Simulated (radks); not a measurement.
# Ge³⁺ in [Ar] 3d10 4s1: an all-electron calculation

An exercise on one series of results from a longer session: the logs are not shown, and one member is left open.

Program: radks (a radial shooting solver on a logarithmic mesh, Libxc functionals) version 1. Level of theory: Dirac Kohn-Sham, AM05, spin-unpolarised, spherical densities, finite nucleus. These are calculated values, not measurements, unless marked.

## Starting point

| Quantity | Value |
| --- | --- |
| element | germanium (Z = 32) |
| charge | +3 |
| electrons | 29 |
| configuration | [Ar] 3d10 4s1 |
| nuclear rms radius | 4.0742 fm |

The outer shells:

Ge³⁺
```
[Ar] core
3d [↑↓][↑↓][↑↓][↑↓][↑↓]
4s [↑ ]
```

The first run:

Settings of this run:

```text
Z 32
configuration [Ar] 3d10 4s1
relativity Dirac
functional am05,am05
spin unpolarised
j_filling energy
nucleus finite rms 4.0742 fm
c 137.035999084
```

One table of the session follows, with a row left open; its other results are not shown here.

It belongs to the step «Shells». From the orbitals of this run (lengths in bohr):

| level | <r> | outermost maximum (interpolated) | 90 % within | nodes |
| --- | --- | --- | --- | --- |
| 1s1/2 | 0.04705 | 0.0308 | 0.0841 | 0 |
| 2s1/2 | 0.2101 | 0.176 | 0.325 | 1 |
| 2p1/2 | ? | ? | ? | ? |
| 2p3/2 | 0.1850 | 0.142 | 0.302 | 0 |
| 3s1/2 | 0.6249 | 0.543 | 0.935 | 2 |
| 3p1/2 | 0.6398 | 0.538 | 0.984 | 1 |
| 3p3/2 | 0.6505 | 0.546 | 1.00 | 1 |
| 3d3/2 | 0.7215 | 0.500 | 1.22 | 0 |
| 3d5/2 | 0.7263 | 0.503 | 1.23 | 0 |
| 4s1/2 | 1.844 | 1.62 | 2.70 | 3 |

Q: Estimate the row for 2p1/2 from the others.

**Answer.** <r>: 0.1814; outermost maximum (interpolated): 0.139; 90 % within: 0.297; nodes: 0. In the column «<r>» it lies between 1s1/2 (0.04705) and 2p3/2 (0.1850).

Caveats from the session: Spin polarisation and multiplet splitting are left out.
